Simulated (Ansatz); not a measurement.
CH₈AsNSi, SMILES NC([SiH3])[AsH2]: an atomisation energy, run with the Ansatz DFT code, driven from Python.

`tae.py`
```python
from collections import Counter

import ansatz


def energy(molecule, charge=0, unpaired=0):
    calc = molecule.calculation().basis(gaussian="cc-pVDZ").functional("cam_b3lyp")
    if charge:
        calc = calc.charge(charge)
    if unpaired:
        calc = calc.spin("collinear", total=unpaired)
    report = calc.run(threads=1).report
    if report["published_state_doubts"]:
        print("  doubts:", report["published_state_doubts"])
    return report["free_energy_ev"]

molecule = (
    ansatz.Crystal.molecule()
    .atom("N", (-0.8562, 1.3004, 0.4873))
    .atom("C", (0.1734, 0.3647, 0.4414))
    .atom("Si", (0.3684, -0.2721, -1.3213))
    .atom("As", (-0.166, -1.1168, 1.6669))
    .atom("H", (-0.607, 2.1721, -0.1004))
    .atom("H", (-1.0058, 1.6946, 1.4601))
    .atom("H", (1.1542, 0.844, 0.7753))
    .atom("H", (-0.804, -0.8946, -1.7704))
    .atom("H", (0.7316, 0.8656, -2.1573))
    .atom("H", (1.5001, -1.2512, -1.3156))
    .atom("H", (0.8934, -2.0356, 1.1313))
    .atom("H", (-1.305, -1.7264, 0.7367))
)

unpaired = {"N": 3, "C": 2, "Si": 2, "As": 3, "H": 1}
counts = Counter(site.symbol for site in molecule.cartesian_sites)
atom_energy = {s: energy(ansatz.Crystal.molecule().atom(s, (0, 0, 0)), 0, unpaired[s]) for s in counts}
whole = energy(molecule, 0, 0)
for s, e in atom_energy.items():
    print(f"{s:2s} x{counts[s]}  {e:14.5f} eV")
print(f"CH8AsNSi: {whole:.5f} eV")
split = sum(counts[s] * e for s, e in atom_energy.items()) - whole
print(f"atomisation energy (no zero-point term): {96.485332 * split:.1f} kJ/mol, {split / sum(counts.values()):.3f} eV an atom")
```

What does it cost to take this molecule apart into atoms?

3598.9 kJ/mol from the electronic energies, without the zero-point term.

The output:

Output of `python tae.py`:
```text
N  x1     -1484.85634 eV
C  x1     -1029.38945 eV
Si x1     -7874.24907 eV
As x1    -60842.03922 eV
H  x8       -13.54839 eV
CH8AsNSi: -71376.22163 eV
atomisation energy (no zero-point term): 3598.9 kJ/mol, 3.108 eV an atom
```

Caveats:
- These settings explore the input space; basis and method may be short of convergence.
- The geometry is a force-field or estimated start, not a minimum of this method, and the basis set is short of its limit. All parts are taken at fixed geometry, without zero-point energy.
- For Al to Cl the sets with a tight d function, cc-pV(X+d)Z, are usual.
- Hardware and time: 6.4 s on 1 thread of Arm Neoverse V2, with other jobs on the host, peak memory 0.37 GiB.

(Lines on the test bed's own set-up are left out of the output.)
